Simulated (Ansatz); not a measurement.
What does this script print? It uses the Python package of Ansatz (0.2.0).

The script, `pdos_tlpdf3.py`:
```python
"""Projected density of states of TlPdF3."""

from dataclasses import dataclass
import logging
import sys

import ansatz
import numpy as np

logging.basicConfig(stream=sys.stdout, format="[%(levelname)s] %(message)s")
logger = logging.getLogger("ansatz_job")
logger.setLevel(logging.INFO)


@dataclass
class Options:
    functional: str = "pbesol"
    dispersion: str = "d3bjatm"
    cutoff: int = 630
    k_density: float = 3.4
    tolerance: float = 1e-07
    max_iterations: int = 200
    width_ev: float = 0.05
    n_empty: int = 16


opts = Options()

crystal = (
    ansatz.Lattice.of([4.27132955, 0.0, 0.0], [0.01624976, 4.27137033, 0.0], [0.00342771, 0.03382413, 4.27206824])
    .atom("Tl", [0.99901078, 0.99809422, 0.99338629])
    .atom("Pd", [0.50008793, 0.4978106, 0.48723699])
    .atom("F", [7.075e-05, 0.49642073, 0.48572082])
    .atom("F", [0.5015122, 0.4998733, 0.98713855])
    .atom("F", [0.49931435, 0.99779616, 0.48651434])
)

calculation = (
    crystal.calculation()
    .functional(opts.functional, dispersion=opts.dispersion)
    .mixing("anderson", preconditioner="none")
    .eigensolver("davidson", full_accuracy=True)
    .basis(opts.cutoff, density_ratio=4)
    .kpoints(density=opts.k_density)
    .scf(tolerance=opts.tolerance, max_iterations=opts.max_iterations)
    .accuracy("low")
    .occupations(ansatz.OccupationsMethod.FERMI_DIRAC, width=opts.width_ev)
    .scf(extra_bands=opts.n_empty)
    .density_of_states(projected=True, method="smearing", broadening_width=0.15, energy_step=0.1)
)
history = []
result = calculation.session().plan().execute(on_event=lambda event: history.append(event["data"]["dr2_ev"]) if event["event"] == "scf_iter" else None)
report = result.report
print("density residual by iteration (eV):", " ".join(f"{value:.1e}" for value in history[:40]))

dos = result.density_of_states()
energy = np.asarray(dos.energies_ev) - dos.fermi_ev
curves = {}
for site in result.projected_density_of_states().sites:
    for shell in site.shells:
        weight = sum(np.sum(curve.g_bin_mean_per_ev, axis=0) for curve in shell.curves)
        name = f"{site.species} {shell.label}"
        curves[name] = curves.get(name, 0) + weight

step = energy[1] - energy[0]
windows = [(-6, -3), (-3, 0), (0, 4)]
print("states by shell in windows of E - E_F (eV):", windows)
for name, g in curves.items():
    print(f"{name:8s}", " ".join(f"{step * g[(energy >= a) & (energy < b)].sum():8.3f}" for a, b in windows))
filled = (energy < 0) & (energy > -6)
for name, g in curves.items():
    if g[filled].sum() * step > 0.5:
        logger.info(f"centre of {name}: {np.average(energy[filled], weights=g[filled]):.2f} eV")
```

Running `python pdos_tlpdf3.py` prints:
```text
RunWarning: dispersion: an atom stands within reach of a switch of its C6 between two reference coordination numbers of its element: through that C6 alone, e_disp changes by 0.025 eV or more while [...]
density residual by iteration (eV): 9.1e-02 3.8e-02 2.5e-03 8.4e-05 5.0e-06 6.5e-08
states by shell in windows of E - E_F (eV): [(-6, -3), (-3, 0), (0, 4)]
Tl 6S       0.430    1.000    0.040
Tl 6P       0.338    0.064    1.438
Tl 5D       0.052    0.002    0.001
Pd 4S       0.003    0.001    0.009
Pd 4P       0.012    0.001    0.003
Pd 4D       1.064    6.508    1.370
F 2S        0.032    0.084    0.121
F 2P       11.695    1.886    0.794
[INFO] centre of Tl 6S: -3.14 eV
[INFO] centre of Pd 4D: -1.69 eV
[INFO] centre of F 2P: -4.13 eV
```
(Warnings from the package without file and line, shortened.)

Notes:
- These settings explore the input space; cutoff and mesh may be short of convergence.
- No spin polarisation was allowed.
- Dispersion corrections can be off by several per cent in the lattices of metals, and by several GPa in the pressure at a fixed cell.
- For a metal this k-point mesh is coarse: on a finer one energies can move by several to tens of meV an atom and pressures by half a GPa or more, differences at one mesh by less.
- Within a few hundredths of an angstrom the cell has the higher group Cm; the lower one is a small distortion.
- Spin-orbit coupling, which matters for elements this heavy, is left out.
- This cell is a computed structure, which may not be the phase found in nature.
- Curves are summed over the cell's atoms. Only shells that the potentials hold have channels, so projections don't add up to the total, least of all where a shell is missing (p of most metals); heights and places of peaks move with the mesh.
- The density of states is complete only as far up as bands were computed.
- A band centre counts only the states inside the window taken.
- Run time: 3 min on 1 thread of Arm Neoverse V2, with other jobs on the host, peak memory 0.59 GiB.
